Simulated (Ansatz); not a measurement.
# Zn3Se2S: the cost of one run

Program: Ansatz 0.2.0. Level of theory: DFT PBE, scalar-relativistic, plane waves, PAW. These are calculated values, not measurements.

## 1. The starting structure

The structure is trigonal, space group P3m1 (No. 156). Conventional cell: a = 3.986 Å, b = 3.986 Å, c = 9.766 Å, α = 90.00°, β = 90.00°, γ = 120.00°. Zn (site symmetry 3m) is surrounded by 1 S at 2.36 Å and 3 Se at 2.46 Å. Around Zn (site symmetry 3m) lie 4 Se at 2.46 to 2.47 Å. Around Zn (site symmetry 3m) lie 3 S at 2.41 Å and 1 Se at 2.48 Å. Around Se (site symmetry 3m) lie 4 Zn at 2.46 to 2.47 Å. Se (site symmetry 3m) has 4 Zn at 2.46 to 2.48 Å as nearest neighbours. S (site symmetry 3m) is surrounded by 4 Zn at 2.36 to 2.41 Å.

Structure file:

```
CELL_PARAMETERS angstrom
3.98599 0.00000 0.00000
-1.99299 3.45197 0.00000
0.00000 0.00000 9.76559
ATOMIC_POSITIONS crystal
Zn 0.00000 0.00000 0.99049
Zn 0.66667 0.33333 0.33309
Zn 0.33333 0.66667 0.67604
Se 0.66667 0.33333 0.07966
Se 0.33333 0.66667 0.42170
S 0.00000 0.00000 0.74902
```

It is the end of an earlier relaxation with the same method, from a generated guess; it is a trial structure. At a tolerance of 0.02 Å it has space group P3m1 (No. 156); it has 22.39 Å³/atom, an uncorrected energy of -0.74 eV/atom over the elements.

## 2. Bands, states and charges

File input.yaml:

```yaml
crystal:
  lattice:
    - [3.9859881461, 0.0, 0.0]
    - [-1.992994073, 3.4519669937, 0.0]
    - [0.0, 0.0, 9.7655900182]
  atoms:
    - { symbol: Zn, position: [0.0, 0.0, 0.9904876999] }
    - { symbol: Zn, position: [0.6666666667, 0.3333333333, 0.3330911039] }
    - { symbol: Zn, position: [0.3333333333, 0.6666666667, 0.6760394109] }
    - { symbol: Se, position: [0.6666666667, 0.3333333333, 0.0796643422] }
    - { symbol: Se, position: [0.3333333333, 0.6666666667, 0.4216974993] }
    - { symbol: S, position: [0.0, 0.0, 0.7490199439] }
basis:
  ecutwfc: 420
kpoints:
  mp_grid: { grid: [12, 12, 4] }
  band_path:
    path:
      - [[0.0, 0.0, 0.0], [0.5, 0.0, 0.0], [0.33333333, 0.33333333, 0.0], [0.0, 0.0, 0.0], [0.0, 0.0, 0.5], [0.5, 0.0, 0.5], [0.33333333, 0.33333333, 0.5], [0.0, 0.0, 0.5]]
      - [[0.5, 0.0, 0.5], [0.5, 0.0, 0.0]]
      - [[0.33333333, 0.33333333, 0.5], [0.33333333, 0.33333333, 0.0]]
    npoints: 14
hamiltonian:
  xc: pbe
scf:
  occupations: { method: gaussian, width: 0.02 }
  n_extra_bands: 15
output:
  forces: true
  stress: true
  eigenvalues: true
  populations: true
  dos: { projected: true, de: 0.02, nscf_kmesh: { grid: [18, 18, 6] } }
  bader: true
  write_density: true
  write_potential: true
  elf: true
  volumetric_format: npy
```

On the command line:

```
$ ansatz run input.yaml --threads 1 --pin off --max-ram 2560MiB --backend cpu --events-out ev --progress --plain --runs-dir out
```

**Question.** How long does this run take on 1 thread of AMD EPYC 7R43 (Zen 3), shared host, and how much memory does it need?

About 5.9 min, with a peak of 1 GiB.
